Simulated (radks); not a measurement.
**Polarisabilities and dispersion coefficients of Ga³⁺, Kr⁺, Co³⁺ and others**

An exercise on one series of results from a longer session: the logs are not shown, and one member is left open.

Method: non-relativistic Kohn-Sham, LDA (Slater exchange, VWN5 correlation), spin-polarised, spherical densities, point nucleus; open shells are filled with parallel spins first. Code: radks (a radial shooting solver on a logarithmic mesh, Libxc functionals) version 1.

## What is computed

```
species : Ga³⁺ ([Ar] 3d10), Kr⁺ ([Ar] 3d10 4s2 4p5), Co³⁺ ([Ar] 3d6), Cd²⁺ ([Kr] 4d10), Li⁺ ([He]), Cr ([Ar] 3d5 4s1), Ar²⁺ ([Ne] 3s2 3p4), Ag ([Kr] 4d10 5s1), N ([He] 2s2 2p3)
```

The first run:

Input:

```text
Z 31
configuration [Ar] 3d10
relativity non-relativistic
functional lda,vwn5
spin polarised
nucleus point
response adiabatic LDA kernel
```

Among the steps run: Ga³⁺, [Ar] 3d10; Kr⁺, [Ar] 3d10 4s2 4p5; Co³⁺, [Ar] 3d6; Cd²⁺, [Kr] 4d10; Li⁺, [He]; Cr, [Ar] 3d5 4s1; Ar²⁺, [Ne] 3s2 3p4; Ag, [Kr] 4d10 5s1; N, [He] 2s2 2p3.

One of the session's tables, all rows but one given; the rest of the session is left out.

```
species  −ε(HOMO) (eV)  α (bohr³)  α uncoupled (bohr³)  C6 (hartree bohr⁶)
   Ga³⁺         53.223      1.444                1.771               3.225
    Kr⁺         19.303      11.00                17.26               68.10
   Co³⁺         43.121      1.837                2.264               4.436
   Cd²⁺         31.123      5.372                8.085               27.10
    Li⁺         59.600     0.2150               0.2298             0.09114
     Cr          3.983      68.26                106.2               561.1
   Ar²⁺         34.230      4.838                7.844               16.96
     Ag              ?          ?                    ?                   ?
      N          8.404      8.185                10.18               27.98
```

**Question.** Estimate the row for Ag.

The run gave: −ε(HOMO) (eV): 4.554; α (bohr³): 53.66; α uncoupled (bohr³): 82.53; C6 (hartree bohr⁶): 422.8. In the column «−ε(HOMO) (eV)» it lies between Cr (3.983) and N (8.404).

What this shows: Uncoupled leaves out the potential induced by the response; Cr is the most polarisable and Li⁺ the least, a factor 318 apart. C8 is given only where no p, d or f shell is open. For heavy and open-shell atoms this level can miss by tens of per cent.
